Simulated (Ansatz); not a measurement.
**NHBr (quartet): the correlation ladder at distance Br1–H2 along a hydrogen transfer = 1.923 Å, cc-pVTZ**

How much of the correlation energy of NHBr (quartet) does each wave-function method recover here?

Computed with Ansatz 0.2.0, Gaussian basis. Level: cc-pVTZ, core rule «outside noble gas», up to 15 orbitals frozen.

Plan: UHF; CCSD(T) on ROHF; CCSD(T) on UHF; BCCD(T) on ROHF; CCSDT(Q) on ROHF; CCSDT(Q) on UHF; CASSCF and MRCISD+Q, 5 electrons in 5 orbitals; CASSCF and NEVPT2, 5 electrons in 5 orbitals; CASSCF and MRCISD+Q, 13 electrons in 9 orbitals; CASSCF and NEVPT2, 13 electrons in 9 orbitals.

### 1 What is computed

The geometry derives from fragments relaxed apart (PBE0/def2-TZVP) and kept rigid, so it is no stationary point. A hydrogen atom is moved between rigid fragments. No spin-orbit coupling is included. The filled d shell of Br may be among the frozen orbitals whatever the setting's name suggests; the logs give the count.

3 atoms, charge 0, spin multiplicity 4.

Atoms are counted from 1 here; the program's logs count them from 0.

Bond lengths: H2–N3 1.241 Å.

### 2 UHF

Input file in.yaml:

```yaml
crystal:
  periodic: [false, false, false]
  atoms:
    - {symbol: Br, position_ang: [0.000000, 0.000000, -1.695667]}
    - {symbol: H, position_ang: [0.000000, 0.000000, 0.227333]}
    - {symbol: N, position_ang: [0.000000, 0.000000, 1.468333]}
basis:
  gaussian: {orbitals: cc-pVTZ}
magnetization: {spin_polarized: true, initial_magnetization: 3}
hamiltonian: {xc: hf}
output: {orbitals: {seedname: orbitals}}
```

Started as:

```console
> ansatz run in.yaml --threads 1 --pin off --events-out ev --progress --plain --max-ram 2816MiB --backend cpu
```

After this run come: CCSD(T) on ROHF; CCSD(T) on UHF; BCCD(T) on ROHF; CCSDT(Q) on ROHF; CCSDT(Q) on UHF; CASSCF and MRCISD+Q, 5 electrons in 5 orbitals; CASSCF and NEVPT2, 5 electrons in 5 orbitals; CASSCF and MRCISD+Q, 13 electrons in 9 orbitals; CASSCF and NEVPT2, 13 electrons in 9 orbitals.

Before running them: what should the planned runs give, taken together? Wanted: UCCSDT(Q) below the RHF energy; RMP2 from UCCSDT(Q); UMP2 from UCCSDT(Q); RCCSD from UCCSDT(Q); RCCSD(T) from UCCSDT(Q); UCCSD(T) from UCCSDT(Q); RCCSDT(Q) from UCCSDT(Q); NEVPT2 pair from UCCSDT(Q); MRCISD+Q pair from UCCSDT(Q).

As calculated:

| quantity | value |
| --- | --- |
| UCCSDT(Q) below the RHF energy | -9.7161 eV |
| RMP2 from UCCSDT(Q) | +1389.5 meV |
| UMP2 from UCCSDT(Q) | +1456.3 meV |
| RCCSD from UCCSDT(Q) | +374.5 meV |
| RCCSD(T) from UCCSDT(Q) | +51.2 meV |
| UCCSD(T) from UCCSDT(Q) | +50.1 meV |
| RCCSDT(Q) from UCCSDT(Q) | +4.7 meV |
| NEVPT2 pair from UCCSDT(Q) | +1275.9 meV |
| MRCISD+Q pair from UCCSDT(Q) | +175.0 meV |
| NEVPT2 valence from UCCSDT(Q) | +1763.2 meV |
| levels within 1 kcal/mol (43 meV) | RCCSDT, UCCSDT, RCCSDT(Q) |
| T1 diagnostic | 0.033 |
| effectively unpaired electrons | 3.03 |

RCCSD(T) misses by +51.2 meV, 0.5 % of the correlation energy. One determinant dominates. Of the multireference levels listed MRCISD+Q valence comes nearest in total energy (+150.7 meV), which doesn't show that its space is the better one. These misses are within one basis, not against nature; the frozen cores of restricted and unrestricted runs differ, which can shift their rows.
